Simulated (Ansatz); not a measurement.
Something may be wrong with this Ansatz 0.2.0 calculation of Mg3Te.

Contents of input.yaml:

```yaml
crystal:
  lattice:
    - [-2.13936, 2.13936, 5.282488]
    - [2.13936, -2.13936, 5.282488]
    - [2.13936, 2.13936, -5.282488]
  atoms:
    - { symbol: Te, position: [0.0, 0.0, 0.0] }
    - { symbol: Mg, position: [0.25, 0.75, 0.5] }
    - { symbol: Mg, position: [0.75, 0.25, 0.5] }
    - { symbol: Mg, position: [0.5, 0.5, 0.0] }
hamiltonian:
  xc: pbesol
  pseudopotentials: { kind: paw }
kpoints:
  mp_grid: { grid: [9, 9, 9] }
  band_path:
    path:
      - [[0.0, 0.0, 0.0], [-0.5, 0.5, 0.0], [-0.5, 0.5, -0.0820088476], [-0.2910044238, 0.2910044238, -0.2910044238], [0.0, 0.0, 0.0], [0.5, 0.5, -0.5], [0.2910044238, 0.7089955762, -0.7089955762], [0.0, 0.5, -0.5], [-0.25, 0.75, -0.25], [0.0820088476, 0.9179911524, -0.5], [0.5, 0.5, -0.5]]
      - [[-0.5, 0.5, 0.0], [-0.25, 0.75, -0.25]]
    npoints: 14
scf:
  occupations: { method: fermi_dirac, width: 0.05 }
  n_extra_bands: 10
  mixing_beta: 0.3
  max_iter: 60
output:
  forces: true
  stress: true
  eigenvalues: true
  fatbands: false
```

Potentials or basis: Ansatz PAW.

The run is started by

```bash
$ ansatz run input.yaml --threads 2 --pin off --max-ram 5632MiB --backend cpu --events-out ev --progress --plain --runs-dir out
```

Output:

```text
Error: YAML parse error: error: line 24 column 3: unknown field `mixing_beta`, expected one of max_iter, algorithm, n_extra_bands, self_checks, convergence, lower_state_search, omitted_lower_state_checks, lower_solution_reach, mixing, occupations, eigensolver, initial_density, exx
  --> <input>:24:3
   |
22 |   occupations: { method: fermi_dirac, width: 0.05 }
23 |   n_extra_bands: 10
24 |   mixing_beta: 0.3
   |   ^ unknown field `mixing_beta`, expected one of max_iter, algorithm, n_extra_bands, self_checks, convergence, lower_state_search, omitted_lower_state_checks, lower_solution_reach, mixing, occupations, eigensolver, initial_density, exx
25 |   max_iter: 60
26 | output:
   |
```

Q: How did it end, and where is the flaw?

A: The input was rejected before any iteration. The input holds a flaw that was put in on purpose: a keyword of another program (scf.mixing_beta = 0.3).

A sound run on the same cell differs in these lines of the main input:
```diff
@@ -24,2 +23,0 @@
-  mixing_beta: 0.3
-  max_iter: 60
@@ -30 +28 @@
-  fatbands: false
+  fatbands: true
```
